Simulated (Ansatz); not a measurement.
**AsH₆NSi: small, medium and large basis sets**

An exercise on one series of results from a longer session: the logs are not shown, and one member is left open.

The runs use Ansatz 0.2.0, Gaussian basis; one geometry, several basis sets.

The runs, in order: PBE0-D4/def2-SVP; ωB97M-V/def2-SVP; PBE0-D4/def2-QZVPP; ωB97M-V/def2-QZVPP; the functionals' def2-TZVPP values are taken from earlier runs.

## Structure used throughout

All runs share one geometry, relaxed beforehand with PBE0-D4 in a triple-zeta def2 set.

SMILES `[SiH3]N[AsH2]`, 9 atoms, charge 0, spin multiplicity 1.

Atoms are counted from 1 here; the program's logs count them from 0.

Bond lengths: Si1–N2 1.720 Å, Si1–H4 1.491 Å, Si1–H5 1.487 Å, Si1–H6 1.487 Å, N2–As3 1.845 Å, N2–H7 1.006 Å, As3–H8 1.528 Å, As3–H9 1.533 Å. Angles: N2–Si1–H4 112.7°, N2–Si1–H5 108.3°, N2–Si1–H6 109.5°, H4–Si1–H5 108.9°, H4–Si1–H6 107.2°, H5–Si1–H6 110.2°, Si1–N2–As3 125.8°, Si1–N2–H7 119.8°, As3–N2–H7 112.6°, N2–As3–H8 96.8°, N2–As3–H9 98.4°, H8–As3–H9 91.1°.

The first run:

Contents of in.yaml:

```yaml
crystal:
  periodic: [false, false, false]
  atoms:
    - {symbol: Si, position_ang: [-0.540247, 0.652461, -0.822670]}
    - {symbol: N, position_ang: [0.871844, 0.223737, 0.060336]}
    - {symbol: As, position_ang: [0.977105, -1.081701, 1.359895]}
    - {symbol: H, position_ang: [-1.069164, -0.472636, -1.645710]}
    - {symbol: H, position_ang: [-0.202957, 1.789302, -1.720638]}
    - {symbol: H, position_ang: [-1.616299, 1.048826, 0.123938]}
    - {symbol: H, position_ang: [1.776609, 0.515161, -0.270419]}
    - {symbol: H, position_ang: [-0.194544, -0.587152, 2.207150]}
    - {symbol: H, position_ang: [0.086052, -2.134198, 0.691118]}
basis:
  gaussian: {orbitals: def2-SVP}
hamiltonian: {xc: pbe0, dispersion: d4}
output: {orbitals: {seedname: orbitals}}
```

On the command line:

```bash
ansatz run in.yaml --threads 2 --pin off --events-out ev --progress --plain --max-ram 4352MiB
```

Among the steps run: PBE0-D4 in def2-SVP; ωB97M-V in def2-SVP; PBE0-D4 in def2-QZVPP; ωB97M-V in def2-QZVPP.

One of the session's tables, all rows but one given; the rest of the session is left out.

It belongs to the step «Functionals by basis». 

| functional | basis | HOMO (eV) | LUMO (eV) |
| --- | --- | --- | --- |
| PBE0-D4 | def2-SVP | -7.26 | 0.04 |
| PBE0-D4 | def2-TZVPP | ? | ? |
| PBE0-D4 | def2-QZVPP | -7.44 | -0.49 |
| ωB97M-V | def2-SVP | -9.51 | 1.98 |
| ωB97M-V | def2-TZVPP | -9.69 | 1.41 |
| ωB97M-V | def2-QZVPP | -9.72 | 1.09 |

**Question.** Estimate the row for PBE0-D4, def2-TZVPP.

The run gave: HOMO (eV): -7.40; LUMO (eV): -0.33. In the column «HOMO (eV)» it lies between PBE0-D4, def2-QZVPP (-7.44) and PBE0-D4, def2-SVP (-7.26).
